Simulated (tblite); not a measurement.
# C8H9F3: the cost of one run

Computed with tblite 0.8.0 and PySCF 2.14.0, with density-fitted response routines of our own, on a single molecule in the gas phase. Atoms are numbered from 0 throughout.

### 1 Starting geometry

20 atoms, charge 0, multiplicity 1; geometry from: force field or distance geometry start.

Bonds of the start (Å): C0–C1 1.32, C1–C2 1.47, C2–C3 1.31, C3–C4 1.44, C4–C5 1.35, C4–C6 1.46, C6–C7 1.48, C7–F8 1.40, C7–F9 1.35, C7–F10 1.40, C0–H11 1.10, C0–H12 1.07, C1–H13 1.09, C2–H14 1.08, C3–H15 1.12, C5–H16 1.08, C5–H17 1.09, C6–H18 1.14, C6–H19 1.14.

### 2 Optimising the geometry with GFN2-xTB

What the job is given:

```
{"job": {"kind": "relax", "xc": "GFN2-xTB", "basis": "xTB"}, "charge": 0, "multiplicity": 1}
C      2.531200    -1.915900    -2.059000
C      1.724200    -1.964900    -1.015200
C      0.964000    -0.795700    -0.564200
C      0.156500    -0.802300     0.463400
C     -0.639500     0.283100     0.980200
C     -1.366400    -0.003900     2.082700
C     -0.757400     1.641800     0.464000
C     -1.489900     1.866500    -0.796600
F     -1.480000     3.235100    -1.099600
F     -1.072200     1.243000    -1.919800
F     -2.830000     1.519200    -0.575800
H      3.058300    -2.842600    -2.310800
H      2.667800    -1.042500    -2.658000
H      1.654600    -2.904100    -0.459800
H      1.093200     0.108200    -1.143100
H      0.102200    -1.777200     1.018500
H     -1.978600     0.776500     2.515900
H     -1.313100    -1.001400     2.527700
H     -1.300000     2.255400     1.260100
H      0.270100     2.132400     0.467000
```

Launch:

```bash
$ OMP_NUM_THREADS=1 python probes_run.py task.json out
```

This one command runs all jobs of the session in turn.

**Question.** How long does this first job take on 1 thread of Arm Neoverse N1, shared host?

About 1.2 s.
